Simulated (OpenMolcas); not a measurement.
# [H2]+ (SMILES [H][H+]): UBP86/def2-SVPD

What is the vertical electron affinity of [H2]+ at UBP86/def2-SVPD? 

The results are computed with OpenMolcas 26.06.

**1. The system as given**

[H2]+ has 2 atoms, charge +1, and is taken as a doublet. As SMILES, `[H][H+]`. The coordinates come from a GFN2-xTB relaxation.

**2. Energy and gradient at UBP86/def2-SVPD**

Contents of coord.xyz:

```xyz
2

H      0.000000     0.000000     0.000000
H      0.000000     0.000000     1.026910
```

Contents of job.input:

```
* H2 Kohn-Sham DFT
>>> EXPORT MOLCAS_PRINT=2

&gateway
  baslib=$CurrDir
  coord=coord.xyz
  basis=def2-SVPD
  group=NoSym

&seward
  gridinput
  Grid=UltraFine
  End of Grid

&scf
  uhf
  charge=1
  spin=2
  ksdft=2
  1.0 GGA_X_B88
  1.0 GGA_C_P86
  prorbitals=0

&alaska
```

The basis set def2-SVPD is read from a file made from the Basis Set Exchange's data (not shown).

Started as:

```bash
$ export MOLCAS_MEM=1860
$ pymolcas job.input > job.log
```

The program printed, shortened:

```text
--- Start Module: gateway ---
[...]
--- Stop Module: gateway /rc=_RC_ALL_IS_WELL_ ---
[...]
      Basis functions           16
[...]
--- Start Module: scf ---
[...]
       Convergence after   8 Iterations
[...]
::    Total KS-DFT energy                              -0.6070610492
[...]
      Total spin, S                                     0.5000000000
[...]
      Total electronic charge=    1.000000
      Total            charge=    1.000000
[...]
      Dipole Moment (debye):
      Origin of the operator (angstrom)=    0.0000    0.0000    0.5135
                   X=  6.4849E-17               Y= -1.4458E-16               Z= -9.8414E-15           Total=  9.8427E-15
      Center of Charge (angstrom)
[...]
--- Stop Module: scf /rc=_RC_ALL_IS_WELL_ ---
[...]
--- Start Module: alaska ---
[...]
 *              Molecular gradients               *
 **************************************************
  Irreducible representation: a
 ------------------------------------------------------------------------------------------
                              X                       Y                       Z
 ------------------------------------------------------------------------------------------
  H1                3.60630932687195E-17   -2.94517434394066E-17    2.00630486676734E-02
  H2               -3.60224356872512E-17    3.11051517524470E-17   -2.00630486676734E-02
 ------------------------------------------------------------------------------------------
--- Stop Module: alaska /rc=_RC_ALL_IS_WELL_ ---
[...]
```

It took 3.6 s on 1 thread of Arm Neoverse V1, shared host; peak memory 0.37 GiB.

**3. Singlet neutral H2**

coord.xyz is that of step 2.

Contents of job.input:

```
* H2 Kohn-Sham DFT
>>> EXPORT MOLCAS_PRINT=2

&GATEWAY
 BasLib = $CurrDir
 Coord = coord.xyz
 Basis = def2-SVPD
 Group = NoSym

&SEWARD
 GridInput
 Grid=UltraFine
 End of Grid

&SCF
 KSDFT = 2
 1.0 GGA_X_B88
 1.0 GGA_C_P86
 PrOrbitals = 0

&ALASKA
```

The basis set def2-SVPD is read from a file made from the Basis Set Exchange's data (not shown).

Started as:

```bash
$ export MOLCAS_MEM=1860
$ pymolcas job.input > job.log
```

The program printed, shortened:

```text
--- Start Module: gateway ---
[...]
--- Stop Module: gateway /rc=_RC_ALL_IS_WELL_ ---
[...]
      Basis functions           16
[...]
--- Start Module: scf ---
[...]
       Convergence after   5 Iterations
[...]
::    Total KS-DFT energy                              -1.1465241657
[...]
      Total spin, S                                     0.0000000000
[...]
      Total electronic charge=    2.000000
      Total            charge=   -0.000000
[...]
      Dipole Moment (debye):
      Origin of the operator (angstrom)=    0.0000    0.0000    0.5135
                   X=  1.2375E-16               Y= -4.0359E-17               Z=  3.5771E-14           Total=  3.5771E-14
      Quadrupole Moment (debye*angstrom):
[...]
--- Stop Module: scf /rc=_RC_ALL_IS_WELL_ ---
[...]
--- Start Module: alaska ---
[...]
 *              Molecular gradients               *
 **************************************************
  Irreducible representation: a
 ------------------------------------------------------------------------------------------
                              X                       Y                       Z
 ------------------------------------------------------------------------------------------
  H1               -1.72803301094674E-16   -9.48023280112886E-17   -8.24286851447167E-02
  H2                1.72803301094674E-16    9.45854875767914E-17    8.24286851447165E-02
 ------------------------------------------------------------------------------------------
--- Stop Module: alaska /rc=_RC_ALL_IS_WELL_ ---
[...]
```

Run time: 2.7 s. Hardware: 1 thread of Arm Neoverse V1, shared host; peak memory 0.37 GiB.

**4. What came out**

Level: UBP86/def2-SVPD.

```
                                           quantity        value
                        doublet [H2]+: total energy  -0.60706 Eh
  doublet [H2]+: HOMO energy (highest over α and β)    -24.03 eV
                                doublet [H2]+: ⟨S²⟩        0.750
            doublet [H2]+: largest force on an atom   1.032 eV/Å
                   singlet neutral H2: total energy  -1.14652 Eh
                  singlet neutral H2: dipole moment       0.00 D
                    singlet neutral H2: HOMO energy     -9.26 eV
                    singlet neutral H2: LUMO energy     -0.62 eV
                  singlet neutral H2: HOMO–LUMO gap      8.64 eV
       singlet neutral H2: largest force on an atom   4.239 eV/Å
vertical electron affinity (to the singlet neutral)    14.680 eV
```

At fixed nuclei the extra electron is bound by 14.68 eV (339 kcal/mol). The largest force (doublet [H2]+) is 1.03 eV/Å: the shape isn't a stationary point for this species at this level.
